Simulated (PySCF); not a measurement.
# [In(CN)H3]-: geometry, NMR shifts and electronic excitations

Aim: predict the NMR shifts and electronic excitations of [In(CN)H3]- (`[H][In-]([H])([H])[C]#N`).

Computed with PySCF 2.14.0, with density-fitted response routines of our own, on a single molecule in the gas phase. Atoms are numbered from 0 throughout.

### Step 1. The molecule as given

6 atoms, charge -1, multiplicity 1; geometry from: GFN1-xTB.

Bonds of the start (Å): In0–C1 2.22, In0–H3 1.74, In0–H4 1.74, In0–H5 1.74, C1–N2 1.16.

### Step 2. Optimising the geometry at PBE0-D3(BJ)/def2-SVP

Job settings and geometry (Å):

```
{"job": {"xc": "PBE0", "basis": "def2-SVP", "d3": "d3bj", "grid": 1, "maxiter": 40, "kind": "geom"}, "charge": -1, "multiplicity": 1}
In    -0.009600    -0.004360    -0.701830
C      0.018130     0.016100     1.519490
N      0.040890     0.017280     2.678670
H      1.661990    -0.004740    -1.184060
H     -0.861380     1.439180    -1.171740
H     -0.850030    -1.463460    -1.140530
```

**Question.** This job is followed by: GIAO PBE0/pcSseg-1 In:def2-TZVP NMR shielding, non-relativistic, gas phase; TDDFT PBE0/def2-SVPD, vertical, gas phase, core orbitals frozen in the response; GIAO B3LYP/pcSseg-1 In:def2-TZVP NMR shielding, non-relativistic, gas phase. Predict these results of the whole session: point group; rotational constants (main isotopes); ¹³C shifts against TMS (PBE0/def2-TZVP+pcSseg-1); ¹H shifts against TMS (PBE0/def2-TZVP+pcSseg-1, means over atoms taken as alike); ¹⁵N shifts against NH3 (PBE0/def2-TZVP+pcSseg-1); lowest singlet (PBE0/def2-SVPD); brightest single state of those computed; lowest triplet; range of the shift of C1.

As calculated:

| quantity | value |
| --- | --- |
| point group | C3v |
| rotational constants (main isotopes) | 57.48, 2.65, 2.65 GHz |
| ¹³C shifts against TMS (PBE0/def2-TZVP+pcSseg-1) | 140.1 ppm |
| ¹H shifts against TMS (PBE0/def2-TZVP+pcSseg-1, means over atoms taken as alike) | 3.85 ppm |
| ¹⁵N shifts against NH3 (PBE0/def2-TZVP+pcSseg-1) | 348.2 ppm |
| lowest singlet (PBE0/def2-SVPD) | 5.81 eV (213 nm), f = 0.113 |
| brightest single state of those computed | state 9, 7.09 eV, f = 0.162 |
| lowest triplet | 5.56 eV |
| range of the shift of C1 | 137.1 to 140.1 ppm |

In words: The optimisation took 3 steps and gained 0.019 eV; among the close pairs (by a distance rule), In0–H3 changed most, from 1.740 to 1.770 Å. No frequency check was run at this level, so the end point may be a saddle. At PBE0/def2-TZVP+pcSseg-1: The widest tensor belongs to N2: span 609 ppm, with a paramagnetic part of -425 ppm. The lowest singlet, at 5.81 eV, is HOMO→LUMO 0.99 and is bright; of the 10 states computed, the strongest absorption comes from states 6 to 8 together at 6.97 eV. The lowest triplet lies 0.26 eV below the lowest singlet (triplets in Tamm-Dancoff, singlets in full TDDFT). Spin-orbit coupling, left out, mixes singlets and triplets in elements this heavy. The lowest singlet lies above −ε(HOMO); no detachment energy was computed, so the anion's states may not be bound. Across the 2 runs the shift of C1 moves most, between 137.1 (B3LYP/def2-TZVP+pcSseg-1) and 140.1 ppm (PBE0/def2-TZVP+pcSseg-1). Spin-orbit coupling is left out, which matters for shieldings and couplings at and beside the heavy atoms.
